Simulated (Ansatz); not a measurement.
I need a rigid torsion scan of C₃H₆BN, SMILES BNC=C=C. Use the Python package of Ansatz (0.2.0). Settings (for the species named): B3LYP, def2-SVP basis, multiplicity 1, D3BJ dispersion.

```xyz
11

B    -0.6141    1.5012    1.7445
N    -0.1266    0.3407    0.9695
C    -0.2097    0.2933   -0.4710
C     0.3631   -0.7340   -1.1019
C     0.7563   -1.7868   -1.7553
H    -0.6085    1.5849    2.9112
H    -1.1101    2.4626    1.1568
H     0.3284   -0.4302    1.5083
H    -0.6005    1.1279   -0.9801
H     0.7128   -1.8112   -2.7942
H     1.1742   -2.6054   -1.1671
```

Script `run_torsion.py`:
```python
# -*- coding: utf-8 -*-
"""Energy of C3H6BN as one group turns about a bond."""

import ansatz as az
from ase import Atoms

BASIS_SET = "def2-SVP"
XC = "B3LYP"
DISPERSION = "d3bj"
FORCE_TOL = 0.02


def main():
    atoms = Atoms(["B", "N", "C", "C", "C", "H", "H", "H", "H", "H", "H"], positions=[
        (-0.6141, 1.5012, 1.7445),
        (-0.1266, 0.3407, 0.9695),
        (-0.2097, 0.2933, -0.471),
        (0.3631, -0.734, -1.1019),
        (0.7563, -1.7868, -1.7553),
        (-0.6085, 1.5849, 2.9112),
        (-1.1101, 2.4626, 1.1568),
        (0.3284, -0.4302, 1.5083),
        (-0.6005, 1.1279, -0.9801),
        (0.7128, -1.8112, -2.7942),
        (1.1742, -2.6054, -1.1671),
    ])

    # start the scan from a relaxed geometry
    first = (
        az.Crystal.molecule_from_ase(atoms).calculation()
        .basis(gaussian=BASIS_SET)
        .functional(XC, dispersion=DISPERSION)
        .relax(force_tolerance=FORCE_TOL, max_steps=80)
    )
    atoms.positions = first.run().report["positions_ang"]

    start = atoms.get_dihedral(3, 2, 1, 0)
    energies = {}
    for turn in range(0, 360, 30):
        turned = atoms.copy()
        turned.set_dihedral(3, 2, 1, 0, start + turn, indices=[0, 1, 5, 6, 7])
        base = az.Crystal.molecule_from_ase(turned).calculation()
        base = base.basis(gaussian=BASIS_SET).functional(XC, dispersion=DISPERSION)
        energies[round((start + turn) % 360)] = base.run().report["free_energy_ev"]
    floor = min(energies.values())
    print("dihedral C3-C2-N1-B0 (deg)   E - E(min) (kcal/mol)")
    for angle, e in sorted(energies.items()):
        print(f"{angle:8d} {23.060548 * (e - floor):14.3f}  " + "#" * int(30 * (e - floor) / max(max(energies.values()) - floor, 1e-9)))


if __name__ == "__main__":
    main()
```

```console
$ python run_torsion.py
dihedral C3-C2-N1-B0 (deg)   E - E(min) (kcal/mol)
      30          3.643  ###############
      60          5.493  ######################
      90          7.278  #############################
     120          5.999  ########################
     150          2.182  ########
     180          0.000
     210          2.163  ########
     240          5.983  ########################
     270          7.281  ##############################
     300          5.508  ######################
     330          3.651  ###############
     360          3.282  #############
```

Caveats:
- These settings explore the input space; basis and method may be short of convergence.
- The scan is rigid and the energies are electronic, in a modest basis. With rigid groups the curve can differ much from the relaxed path, the start wasn't checked as a minimum of this torsion, and equivalent turns needn't return to the same energy.
- b3lyp holds the VWN-RPA fit, as in Gaussian; the form of ORCA and Turbomole is b3lyp5.
- It ran for 98 s on 1 thread of Arm Neoverse V2, with other jobs on the host, peak memory 0.27 GiB.
